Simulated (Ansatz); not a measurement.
**C2H4BrClSi: one species, many methods**

Aim: compute C2H4BrClSi with functionals from several rungs and with coupled cluster, and see how far each lands from CCSD(T) at the basis-set limit for the atomisation energy.

Computed with Ansatz 0.2.0, Gaussian basis. Level: functionals in def2-TZVPP, the program's frozen cores in correlated methods.

Plan: PBE-D4, r2SCAN-D4, PBE0-D4, B3LYP-D4, ωB97X-V, ωB97M-V, B2PLYP; CCSD(T)/def2-TZVPP; MP2/def2-QZVPP; extrapolation to the limit.

### 1 The geometry

The geometry comes from an earlier relaxation with PBE0-D4 in a triple-zeta def2 set; it is a stationary point, not always the lowest conformer.

SMILES `ClC1(Br)C[SiH2]1`, 9 atoms, charge 0, spin multiplicity 1.

Atoms are counted from 1 here; the program's logs count them from 0.

Bond lengths: Cl1–C2 1.754 Å, C2–Br3 1.926 Å, C2–C4 1.529 Å, C2–Si5 1.858 Å, C4–Si5 1.860 Å, C4–H6 1.085 Å, C4–H7 1.086 Å, Si5–H8 1.475 Å, Si5–H9 1.475 Å. Angles: Cl1–C2–Br3 113.0°, Cl1–C2–C4 115.4°, Cl1–C2–Si5 120.5°, Br3–C2–C4 114.8°, Br3–C2–Si5 119.0°, C4–C2–Si5 65.8°, C2–C4–Si5 65.7°, C2–C4–H6 115.7°, C2–C4–H7 114.8°, Si5–C4–H6 119.8°, Si5–C4–H7 119.2°, H6–C4–H7 113.3°, C2–Si5–C4 48.6°, C2–Si5–H8 118.4°, C2–Si5–H9 117.8°, C4–Si5–H8 119.5°, C4–Si5–H9 118.9°, H8–Si5–H9 116.4°.

### 2 PBE-D4 (GGA)

in.yaml reads:

```yaml
crystal:
  periodic: [false, false, false]
  atoms:
    - {symbol: Cl, position_ang: [1.281398, -1.948481, -0.380909]}
    - {symbol: C, position_ang: [0.131227, -0.637216, -0.564982]}
    - {symbol: Br, position_ang: [-0.784824, -0.672540, -2.259077]}
    - {symbol: C, position_ang: [0.636428, 0.741547, -0.138692]}
    - {symbol: Si, position_ang: [-0.739456, 0.069114, 0.917095]}
    - {symbol: H, position_ang: [0.436510, 1.551268, -0.832519]}
    - {symbol: H, position_ang: [1.647861, 0.753628, 0.255306]}
    - {symbol: H, position_ang: [-2.108898, 0.588949, 0.744966]}
    - {symbol: H, position_ang: [-0.411747, -0.492569, 2.241512]}
basis:
  gaussian: {orbitals: def2-TZVPP}
hamiltonian: {xc: pbe, dispersion: d4}
output: {forces: true, orbitals: {seedname: orbitals}}
```

Started as:

```
$ ansatz run in.yaml --threads 4 --pin off --events-out ev --progress --plain --max-ram 10444MiB
```

Further steps of the session: r2SCAN-D4 (meta-GGA); PBE0-D4 (hybrid); B3LYP-D4 (hybrid); ωB97X-V (range-separated); ωB97M-V (range-separated); B2PLYP (double hybrid); CCSD(T) in def2-TZVPP; MP2 in def2-QZVPP.

Q: Predict the results of all the runs planned. Wanted: atomisation energy, CCSD(T)/CBS; farthest; mean size of error, hybrid; mean size of error, range-separated; gap, smallest and largest; T1 diagnostic; triples share of the correlation energy.

**Answer**, as computed:

```
                               quantity                                           value
        atomisation energy, CCSD(T)/CBS                                       30.744 eV
    functionals within 0.307 eV (1.0 %)  r2SCAN-D4, PBE0-D4, B3LYP-D4, ωB97X-V, ωB97M-V
                               farthest                              PBE-D4 (+0.829 eV)
             mean size of error, hybrid                                        0.265 eV
    mean size of error, range-separated                                        0.067 eV
              gap, smallest and largest            4.13 eV (PBE-D4), 10.56 eV (ωB97X-V)
                          T1 diagnostic                                          0.0102
triples share of the correlation energy                                           4.2 %
```

**Reading.** PBE-D4 misses by +0.829 eV. Double hybrids carry the basis error of their MP2 part in triple zeta, and no dispersion term here, so their miss is partly the set-up's. Misses under about 0.307 eV are within the doubt on the reference itself, which lacks core-valence correlation, relativity and higher excitations, and its outer-core shells are covered unevenly. All levels share the lack of spin-orbit coupling, which lowers the free heavy atoms and so the true binding. Hartree-Fock recovers 70 % of the binding; the rest is correlation. The gap grows from 4.1 to 10.6 eV across the functionals, mostly with the share of exact exchange. Correlated methods include outer-core shells of Br, which these sets cover unevenly.
